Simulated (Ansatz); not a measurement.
Geometry optimisation, Ansatz 0.2.0, DFT PBE-D3(BJ), scalar-relativistic, plane waves, PAW.

The input (input.yaml):

```yaml
crystal:
  lattice:
    - [0.0, 3.851, 3.851]
    - [3.851, 0.0, 3.851]
    - [3.851, 3.851, 0.0]
  atoms:
    - { symbol: Mg, position: [0.0, 0.0, 0.0] }
    - { symbol: O, position: [0.25, 0.25, 0.25] }
    - { symbol: Mg, position: [0.0, 0.0, 0.5] }
    - { symbol: O, position: [0.25, 0.25, 0.75] }
    - { symbol: Mg, position: [0.0, 0.5, 0.0] }
    - { symbol: O, position: [0.25, 0.75, 0.25] }
    - { symbol: Mg, position: [0.0, 0.5, 0.5] }
    - { symbol: O, position: [0.25, 0.75, 0.75] }
    - { symbol: Mg, position: [0.5, 0.0, 0.0] }
    - { symbol: O, position: [0.75, 0.25, 0.25] }
    - { symbol: Mg, position: [0.5, 0.0, 0.5] }
    - { symbol: O, position: [0.75, 0.25, 0.75] }
    - { symbol: Mg, position: [0.5, 0.5, 0.0] }
    - { symbol: O, position: [0.75, 0.75, 0.25] }
    - { symbol: Mg, position: [0.5, 0.5, 0.5] }
    - { symbol: O, position: [0.75, 0.75, 0.75] }
    - { symbol: H, position: [0.1182961, 0.1270527, 0.617205], spin: 1.0 }
magnetization:
  spin_polarized: true
basis:
  ecutwfc: 420.0
kpoints:
  mp_grid: { grid: [3, 3, 3] }
hamiltonian:
  xc: pbe
  dispersion: d3bj
scf:
  occupations: { method: gaussian, width: 0.05 }
  lower_state_search: "off"
relax:
  f_tol: 0.03
  max_steps: 60
  adjacent_minimum: "off"
```

Run as:

```bash
$ ansatz run input.yaml --threads 4 --pin off --max-ram 10240MiB --backend cpu --events-out ev --progress --plain --runs-dir out
```

Task: Where does it end, and by what steps?

Result: It converged. Limits of this set-up: a small cell, in which the defect meets its images, a typed lattice constant that wasn't relaxed here. After 3 steps the energy has fallen by 0.353 eV; O2 moved furthest, 0.07 Å.

```csv
step,energy less start (eV),largest force component (eV/Å),accepted
0,0.0000,1.502,yes
1,-0.2388,0.822,yes
2,-0.3520,0.056,yes
3,-0.3527,0.012,yes
```

```xyz
17
Lattice="0.0000 3.8510 3.8510 3.8510 0.0000 3.8510 3.8510 3.8510 0.0000" Properties=species:S:1:pos:R:3
Mg 0.006 0.004 -0.008
O 1.886 1.884 1.963
Mg 1.917 1.915 -0.008
O 3.888 3.886 1.963
Mg 1.930 -0.009 1.919
O 3.850 1.922 3.850
Mg 3.857 1.915 1.931
O 5.737 3.886 3.812
Mg -0.007 1.928 1.919
O 1.924 3.848 3.850
Mg 1.917 3.855 1.931
O 3.888 5.735 3.812
Mg 1.930 1.928 3.856
O 3.850 3.848 5.776
Mg 3.844 3.842 3.856
O 5.775 5.773 5.776
H 2.887 2.885 0.962
```

Whether the end is a true minimum wasn't checked by a vibrational analysis.

The run took 16 s on 4 threads of Intel(R) Xeon(R) Platinum 8488C (Sapphire Rapids), on a shared host, peak memory 0.6 GiB.
